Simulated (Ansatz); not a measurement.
# B2(Cl)4: structure and electronic state

What does B2(Cl)4 look like as a singlet, and where do its frontier electrons sit?

Method: RKS PBE0-D4/def2-TZVP; program: Ansatz 0.2.0, Gaussian basis.

The runs, in order: relaxation at PBE0-D4/def2-SVP; a single point at PBE0-D4/def2-TZVP; harmonic vibrations at PBE0-D4/def2-SVP.

2 further runs of the same task are left out: 2 set aside as unsound or not needed.

### 1 The starting structure

6 atoms, charge 0, spin multiplicity 1.

Atoms are counted from 1 here; the program's logs count them from 0.

Bond lengths: B1–Cl2 1.721 Å, B1–Cl3 1.721 Å, B1–B4 1.704 Å, B4–Cl5 1.720 Å, B4–Cl6 1.721 Å. Angles: Cl2–B1–Cl3 116.7°, Cl2–B1–B4 121.7°, Cl3–B1–B4 121.6°, B1–B4–Cl5 121.7°, B1–B4–Cl6 121.5°, Cl5–B4–Cl6 116.8°.

The start is a GFN2-xTB geometry.

### 2 Relaxation at PBE0-D4/def2-SVP

File in.yaml:

```yaml
crystal:
  periodic: [false, false, false]
  atoms:
    - {symbol: B, position_ang: [0.074510, 0.576500, -0.621940]}
    - {symbol: Cl, position_ang: [-1.290370, 1.419050, -1.244340]}
    - {symbol: Cl, position_ang: [1.600470, 0.952820, -1.322280]}
    - {symbol: B, position_ang: [-0.075640, -0.575830, 0.624160]}
    - {symbol: Cl, position_ang: [-0.246420, -0.108280, 2.270890]}
    - {symbol: Cl, position_ang: [-0.062540, -2.264270, 0.293510]}
basis:
  gaussian: {orbitals: def2-SVP}
hamiltonian: {xc: pbe0, dispersion: d4}
scf: {lower_state_search: "off"}
output: {orbitals: {seedname: orbitals}}
relax: {f_tol: 0.02, max_steps: 100}
```

Started as:

```
$ ansatz run in.yaml --threads 2 --pin off --events-out ev --progress --plain --max-ram 32768MiB --backend cpu
```

Further steps of the session: Single point, PBE0-D4/def2-TZVP; Vibrations by finite differences.

Before running them: what should the planned runs give, taken together? Wanted: point group; commonest bond; HOMO, LUMO at PBE0-D4/def2-TZVP; dipole at PBE0-D4/def2-SVP; lowest, highest wavenumber.

**Answer**, as computed:

| quantity | value |
| --- | --- |
| point group | D2 |
| commonest bond | B–Cl, 4 of mean length 1.747 Å |
| HOMO, LUMO at PBE0-D4/def2-TZVP | -8.51, -2.20 eV |
| dipole at PBE0-D4/def2-SVP | 0.00 D |
| lowest, highest wavenumber | 21, 1187 cm⁻¹ |

What this shows: The molecule keeps its bonding pattern by the stored test; the atoms moved 0.06 Å (rms). All wavenumbers are real: a minimum at this level. The HOMO lies nearest to 4 Cl atoms about 17 % each; B1, B4 about 16 % each and the LUMO to B1, B4 about 32 % each; 4 Cl atoms about 9 % each.
